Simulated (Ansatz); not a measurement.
# CH5B2ClO: the cost of one run

Method: RKS r2SCAN-D4/def2-SVP; program: Ansatz 0.2.0.

### 1 Where the work starts

SMILES `BB(Cl)OC`, 10 atoms, charge 0, spin multiplicity 1.

Atoms are counted from 1 here; the program's logs count them from 0.

Bond lengths: B1–B2 1.674 Å, B1–H6 1.220 Å, B1–H7 1.219 Å, B2–Cl3 1.803 Å, B2–O4 1.345 Å, O4–C5 1.423 Å, C5–H8 1.109 Å, C5–H9 1.111 Å, C5–H10 1.109 Å. Angles: B2–B1–H6 121.6°, B2–B1–H7 121.3°, H6–B1–H7 116.6°, B1–B2–Cl3 103.5°, B1–B2–O4 139.1°, Cl3–B2–O4 117.4°, B2–O4–C5 121.8°, O4–C5–H8 109.0°, O4–C5–H9 112.2°, O4–C5–H10 109.1°, H8–C5–H9 109.0°, H8–C5–H10 108.5°, H9–C5–H10 109.0°.

Geometry (Å):

```
atom     x (Å)     y (Å)     z (Å)
  B1  -0.84531   1.46251   0.44595
  B2  -0.25947  -0.03739   0.90359
 Cl3  -0.72619  -0.16004   2.64118
  O4   0.40790  -1.07518   0.36723
  C5   0.83313  -1.07283  -0.99071
  H6  -1.99895   1.61366   0.07990
  H7  -0.18904   2.47615   0.61290
  H8   0.43117  -1.97430  -1.49553
  H9   0.48899  -0.16856  -1.53665
 H10   1.94087  -1.11502  -1.02498
```

This geometry comes from a loose relaxation at PBE in a small basis, which is not shown.

### 3 The grid

The axes are (1) dihedral B1–B2–O4–C5: 10 values from −180 to 144 °, periodic; (2) dihedral H6–B1–B2–O4: 10 values from −180 to 144 °, periodic.

Relaxed at each point: all other coordinates. Energies count from the relaxed molecule at the same level.

(The set-up runs are not shown.)

### 4 Grid point dihedral B1–B2–O4–C5 = 0°, dihedral H6–B1–B2–O4 = 108°

input.yaml reads:

```yaml
crystal:
  periodic: [false, false, false]
  atoms:
    - { symbol: B, position_ang: [-0.806898, 1.425885, 0.326372] }
    - { symbol: B, position_ang: [-0.284669, -0.047931, 0.925273] }
    - { symbol: Cl, position_ang: [-0.708563, -0.186411, 2.667758] }
    - { symbol: O, position_ang: [0.39684, -1.060325, 0.375272] }
    - { symbol: C, position_ang: [0.841167, -1.044093, -0.971882] }
    - { symbol: H, position_ang: [-1.987075, 1.589503, 0.11632] }
    - { symbol: H, position_ang: [-0.20588, 2.446846, 0.571715] }
    - { symbol: H, position_ang: [0.384003, -1.902585, -1.486511] }
    - { symbol: H, position_ang: [0.518621, -0.127142, -1.494075] }
    - { symbol: H, position_ang: [1.935553, -1.144748, -1.027344] }
basis:
  gaussian: { orbitals: def2-SVP }
hamiltonian:
  xc: r2scan
  dispersion: d4
output:
  forces: true
relax:
  f_tol: 0.02
  max_steps: 50
  escape_saddle: false
  constraints: [{ sites: [0, 1, 3, 4] }, { sites: [5, 0, 1, 3] }]
scf:
  lower_state_search: "off"
```

Run with:

```console
> ansatz run input.yaml --threads 1 --pin off --max-ram 2560MiB --backend cpu --events-out ev --progress --plain --runs-dir out
```

Q: Estimate wall time and peak memory on 1 thread of Intel Xeon 6975P-C (Granite Rapids), shared host.

About 12 s, with a peak of 0.16 GiB.
